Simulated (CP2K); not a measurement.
**PM3 run of CH5ClGeOS (SMILES [CH3][Ge]([OH])([SH])[Cl])**

What is the energy change on altering one bond length of CH5ClGeOS at PM3? 

Program for the calculation: CP2K 2026.2.

1 further run of the same task is left out (it didn't finish).

**1. The structure to begin with**

The species is CH5ClGeOS (10 atoms), meant as a singlet with charge 0. SMILES: `[CH3][Ge]([OH])([SH])[Cl]`. Geometry: a rough force-field guess. This is one conformer, not always the lowest.

Bond lengths: C1–Ge2 1.887 Å, Ge2–O3 1.792 Å, Ge2–S4 2.235 Å, Ge2–Cl5 2.163 Å, C1–H6 1.170 Å, C1–H7 1.129 Å, C1–H8 1.061 Å, O3–H9 1.028 Å, S4–H10 1.451 Å. Some angles: C1–Ge2–O3 108.4°, C1–Ge2–S4 110.3°, C1–Ge2–Cl5 110.6°, O3–Ge2–S4 109.7°, O3–Ge2–Cl5 109.4°, S4–Ge2–Cl5 108.3°, Ge2–C1–H6 110.3°, Ge2–C1–H7 110.5°, Ge2–C1–H8 112.3°, Ge2–O3–H9 100.3°.

**2. A single-point energy at PM3**

Contents of gas.inp:

```
&GLOBAL
  PROJECT_NAME gas
  RUN_TYPE ENERGY
  PRINT_LEVEL MEDIUM
&END GLOBAL

&FORCE_EVAL
  METHOD Quickstep
  &DFT
    &QS
      METHOD PM3
      EPS_DEFAULT 1.0E-10
      &SE
        &COULOMB
          CUTOFF [angstrom] 50
          RC_RANGE [angstrom] 0
        &END COULOMB
        &EXCHANGE
          CUTOFF [angstrom] 50
          RC_RANGE [angstrom] 0
        &END EXCHANGE
      &END SE
    &END QS
    &POISSON
      PERIODIC NONE
      POISSON_SOLVER ANALYTIC
    &END POISSON
    ! self-consistent field
    &SCF
      SCF_GUESS ATOMIC
      EPS_SCF 1.0E-06
      MAX_SCF 100
      &DIAGONALIZATION
        ALGORITHM STANDARD
      &END DIAGONALIZATION
      &MIXING
        METHOD DIRECT_P_MIXING
        ALPHA 0.4
      &END MIXING
    &END SCF
    &PRINT
      &MOMENTS
        PERIODIC F
        REFERENCE COM
        MAX_MOMENT 1
      &END MOMENTS
      &MO ON
        ENERGIES T
        OCCUPATION_NUMBERS T
        NDIGITS 6
        &EACH
          QS_SCF 0
        &END EACH
        ADD_LAST NUMERIC
      &END MO
      &HIRSHFELD OFF
      &END HIRSHFELD
    &END PRINT
  &END DFT
  ! structure
  &SUBSYS
    &CELL
      ABC 13.8 14.2 13.2
      PERIODIC NONE
    &END CELL
    &COORD
      SCALED T
      C    0.40164855   0.53274648   0.50604545
      Ge   0.53695290   0.51563380   0.49619697
      O    0.56314130   0.46052817   0.37715909
      S    0.58995290   0.42476761   0.62284091
      Cl   0.61127899   0.64952817   0.50444697
      H    0.37432971   0.58288028   0.44172727
      H    0.38253986   0.57039437   0.57868182
      H    0.36306884   0.46835211   0.49984848
      H    0.63693116   0.45257746   0.38332576
      H    0.52367754   0.35047183   0.59304545
    &END COORD
  &END SUBSYS
&END FORCE_EVAL
```

On the command line:

```sh
$ OMP_NUM_THREADS=1 cp2k.psmp -i gas.inp > gas.out 2>&1
```

The log of the run:

```text
CP2K| version string:                                       CP2K version 2026.2
[...]
 GLOBAL| Method name                                                        CP2K
[...]
 GLOBAL| Run type                                                         ENERGY
[...]
                             - Atoms:                                         10
[...]
                             - Spherical basis functions:                     25
[...]
 Number of electrons:                                                         32
[...]
     1 P_Mix/Diag. 0.40E+00    0.0     0.79411237       -34.0972530156 -3.41E+01
[...]
    21 DIIS/Diag.  0.18E-06    0.0     0.00000055       -39.7679893860 -2.55E-12
  *** SCF run converged in    21 steps ***
  Core-core repulsion energy [eV]:                           2012.01003230091828
  Core Hamiltonian energy [eV]:                             -1677.67135706705699
  Two-electron integral energy [eV]:                        -2832.96139923754254
  Electronic energy [eV]:                                   -3094.15205668582848
  Total energy [eV]:                                        -1082.14202438491020
  Atomic reference energy [eV]:                              1077.91060076405552
  Heat of formation [kcal/mol]:                               -97.57895453690747
[...]
 SE_DIPOLE| Moment [Debye]          1.98601270       1.26104794       0.35424873
 SE_DIPOLE| Derivative [a.u.]       0.00000000       0.00000000       0.00000000
 ENERGY| Total FORCE_EVAL ( QS ) energy [hartree]            -39.767989385963531
[...]
```

It took 0.22 s on 1 thread of Arm Neoverse V2, shared host.

**3. The distorted shape at the same level**

Contents of calc.inp:

```
&GLOBAL
   PROJECT_NAME calc
   RUN_TYPE ENERGY
   PRINT_LEVEL MEDIUM
&END
&FORCE_EVAL
   METHOD QUICKSTEP
   &DFT
      # Quickstep
      &QS
         METHOD PM3
         EPS_DEFAULT 1.0E-10
         &SE
            &COULOMB
               CUTOFF [angstrom] 50
               RC_RANGE [angstrom] 0
            &END
            &EXCHANGE
               CUTOFF [angstrom] 50
               RC_RANGE [angstrom] 0
            &END
         &END
      &END
      # no periodic images
      &POISSON
         PERIODIC NONE
         POISSON_SOLVER ANALYTIC
      &END
      # SCF settings
      &SCF
         SCF_GUESS ATOMIC
         EPS_SCF 1.0E-06
         MAX_SCF 100
         &DIAGONALIZATION
            ALGORITHM STANDARD
         &END
         &MIXING
            METHOD DIRECT_P_MIXING
            ALPHA 0.4
         &END
      &END
      &PRINT
         &MOMENTS
            PERIODIC F
            REFERENCE COM
            MAX_MOMENT 1
         &END
         &MO ON
            ENERGIES T
            OCCUPATION_NUMBERS T
            NDIGITS 6
            &EACH
               QS_SCF 0
            &END
            ADD_LAST NUMERIC
         &END
         &HIRSHFELD OFF
         &END
      &END
   &END
   &SUBSYS
      # vacuum box
      &CELL
         ABC 13.9 14.2 13.8
         PERIODIC NONE
      &END
      &COORD
         SCALED T
         C    0.39780640   0.53274648   0.52570725
         Ge   0.53213734   0.51563380   0.51628696
         O    0.56723676   0.44124239   0.36257536
         S    0.58475604   0.42476761   0.63742464
         Cl   0.60592871   0.64952817   0.52417826
         H    0.37068410   0.58288028   0.46418551
         H    0.37883518   0.57039437   0.59518551
         H    0.35950424   0.46835211   0.51977971
         H    0.64049576   0.43329169   0.36847391
         H    0.51895748   0.35047183   0.60892464
      &END
   &END
&END
```

On the command line:

```sh
$ OMP_NUM_THREADS=1 cp2k.psmp -i calc.inp > calc.out 2>&1
```

The log of the run:

```text
CP2K| version string:                                       CP2K version 2026.2
[...]
 GLOBAL| Method name                                                        CP2K
[...]
 GLOBAL| Run type                                                         ENERGY
[...]
                             - Atoms:                                         10
[...]
                             - Spherical basis functions:                     25
[...]
 Number of electrons:                                                         32
[...]
     1 P_Mix/Diag. 0.40E+00    0.0     0.82100859       -34.2221276179 -3.42E+01
[...]
    20 DIIS/Diag.  0.19E-06    0.0     0.00000062       -39.6929479150 -3.08E-12
  *** SCF run converged in    20 steps ***
  Core-core repulsion energy [eV]:                           1908.50405858594854
  Core Hamiltonian energy [eV]:                             -1669.35482522854932
  Two-electron integral energy [eV]:                        -2638.49855094278837
  Electronic energy [eV]:                                   -2988.60410069994350
  Total energy [eV]:                                        -1080.10004211399473
  Atomic reference energy [eV]:                              1077.91060076405552
  Heat of formation [kcal/mol]:                               -50.48972097570315
[...]
 SE_DIPOLE| Moment [Debye]          1.80573500       0.81346141      -0.72153695
 SE_DIPOLE| Derivative [a.u.]       0.00000000       0.00000000       0.00000000
 ENERGY| Total FORCE_EVAL ( QS ) energy [hartree]            -39.692947915023296
[...]
```

Run time: 0.22 s. Hardware: 1 thread of Arm Neoverse V2, shared host.

**4. Summary of results**

Level: PM3.

```
                                                          quantity           value
                                         first shape: total energy    -39.76799 Eh
                                        first shape: dipole moment          2.38 D
                                          first shape: HOMO energy        -9.87 eV
                                    first shape: heat of formation  -97.6 kcal/mol
                                     distorted shape: total energy    -39.69295 Eh
                                    distorted shape: dipole moment          2.11 D
                                      distorted shape: HOMO energy        -9.96 eV
                                distorted shape: heat of formation  -50.5 kcal/mol
energy change with the Ge2–O3 bond stretched from 1.792 to 2.419 Å        2.042 eV
```

With the Ge2–O3 bond stretched from 1.792 to 2.419 Å the energy rises by 2.04 eV (197 kJ/mol). The first shape isn't relaxed at this level, so the change isn't measured from a minimum.
